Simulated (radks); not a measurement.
# Ir²⁺ with its nuclear charge varied continuously

The task here is to estimate one member of a computed series from the others.

Method: Dirac Kohn-Sham, LDA (Slater exchange, Perdew-Wang correlation), spin-unpolarised, spherical densities, finite nucleus; open shells are shared between the two j in proportion to 2j + 1. Code: radks (a radial shooting solver on a logarithmic mesh, Libxc functionals) version 1.

## The atom as given

```
element            : iridium (Z = 77)
charge             : +2
electrons          : 75
configuration      : [Xe] 4f14 5d7
nuclear rms radius : 5.4032 fm
```

The outer shells:

Ir²⁺
```
[Xe] core
4f [↑↓][↑↓][↑↓][↑↓][↑↓][↑↓][↑↓]
5d [↑↓][↑↓][↑ ][↑ ][↑ ]
```

Set-up of the first run:

Settings of this run:

```text
Z 77
configuration [Xe] 4f14 5d7
relativity Dirac
functional lda,pw
spin unpolarised
j_filling average
nucleus finite rms 5.4032 fm
c 137.035999084
```

Steps of the session up to this table: Z = 77.

One of the session's tables, all rows but one given; the rest of the session is left out.

It belongs to the step «Z = 77». Sizes of the orbitals, from the radial functions (bohr):

```
level     <r>  outermost maximum (interpolated)  90 % within  nodes
4d5/2       ?                                 ?            ?      ?
5s1/2  0.9781                             0.891         1.40      4
5p1/2   1.063                             0.946         1.54      3
4f5/2  0.5314                             0.392        0.862      0
4f7/2  0.5391                             0.397        0.875      0
5p3/2   1.163                              1.03         1.69      3
5d3/2   1.594                              1.27         2.45      2
5d5/2   1.649                              1.31         2.54      2
```

Q: Estimate the row for 4d5/2 from the others.

**Answer.** <r>: 0.4835; outermost maximum (interpolated): 0.431; 90 % within: 0.723; nodes: 1. In the column «<r>» it is the lowest.
